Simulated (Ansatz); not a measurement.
A run of Ansatz 0.2.0:

input

```
crystal:
  lattice:
    - [3.0286, 0.0, 0.0]
    - [0.0, 3.0286, 0.0]
    - [0.0, 0.0, 3.0286]
  atoms:
    - { symbol: Si, position: [0.5, 0.5, 0.5] }
    - { symbol: F, position: [0.0, 0.0, 0.0] }
hamiltonian:
  xc: r2scan0
  pseudopotentials: { kind: paw }
kpoints:
  mp_grid: { grid: [5, 5, 5] }
scf:
  occupations: { method: fermi_dirac, width: 0.05 }
output:
  forces: true
  stress: true
  eigenvalues: true
```

Hardware: 1 × NVIDIA H100 80GB HBM3 with 2 threads of AMD EPYC 7R13 Processor (Zen 3), on a shared host.

**Question.** How long does it take, and how much memory?

**Answer.** It took 7.4 s on 1 × NVIDIA H100 80GB HBM3 with 2 threads of AMD EPYC 7R13 Processor (Zen 3), on a shared host, peak memory 1.7 GiB. Counts: scf iterations 23, plane waves 739, k points 10, bands 10.
